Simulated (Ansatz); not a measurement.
Task: a rigid scan of one bond angle of CH2OSe, SMILES OC=[Se], with Ansatz 0.2.0 through its Python package. Give the script and its output. Settings (for the species named): PBE0, def2-SVP basis, multiplicity 1.

```csv
atom,x (Å),y (Å),z (Å)
O,-0.4931,-0.8444,-0.0241
C,0.2669,0.3217,0.0407
Se,1.6418,-0.0382,0.9469
H,-1.3427,-0.7532,-0.5474
H,-0.0231,1.2404,-0.4575
```

The script, `run_bend.py`:
```python
"""Bending curve of CH2OSe."""

import warnings

import ansatz as az
from ase import Atoms


def main() -> None:
    warnings.simplefilter("ignore", az.DeckWarning)

    atoms = Atoms(["O", "C", "Se", "H", "H"], positions=[
        [-0.4931, -0.8444, -0.0241],
        [0.2669, 0.3217, 0.0407],
        [1.6418, -0.0382, 0.9469],
        [-1.3427, -0.7532, -0.5474],
        [-0.0231, 1.2404, -0.4575],
    ])

    # relax first, so that the scan starts from a minimum
    first = (
        az.Crystal.molecule_from_ase(atoms).calculation()
        .basis(gaussian="def2-SVP")
        .functional("PBE0")
        .relax(force_tolerance=0.02, max_steps=80)
    )
    atoms.positions = first.run(threads=1, backend="cpu").report["positions_ang"]

    rows = []
    for angle in [85, 95, 105, 115, 125, 140, 160]:
        bent = atoms.copy()
        bent.set_angle(1, 0, 3, angle, indices=[3])
        calc = (
            az.Crystal.molecule_from_ase(bent).calculation()
            .basis(gaussian="def2-SVP")
            .functional("PBE0")
        )
        rows.append((angle, calc.run(threads=1, backend="cpu").report["free_energy_ev"]))
    floor = min(e for _, e in rows)
    for angle, e in rows:
        print(f"angle C1-O0-H3 = {angle:3d} deg   {1000 * (e - floor):9.1f} meV")


if __name__ == "__main__":
    main()
```

Running `python run_bend.py` prints:
```text
angle C1-O0-H3 =  85 deg       531.4 meV
angle C1-O0-H3 =  95 deg       168.9 meV
angle C1-O0-H3 = 105 deg         2.3 meV
angle C1-O0-H3 = 115 deg         0.0 meV
angle C1-O0-H3 = 125 deg       125.8 meV
angle C1-O0-H3 = 140 deg       464.3 meV
angle C1-O0-H3 = 160 deg       947.0 meV
```

The scan is rigid, and the energies are electronic, in a modest basis. The zero is the lowest point of the grid, which needn't be the minimum. Finished in 27 s on 1 thread of Arm Neoverse V2, with other jobs on the host, peak memory 0.21 GiB.

(Lines on the test bed's own set-up are left out of the output.)
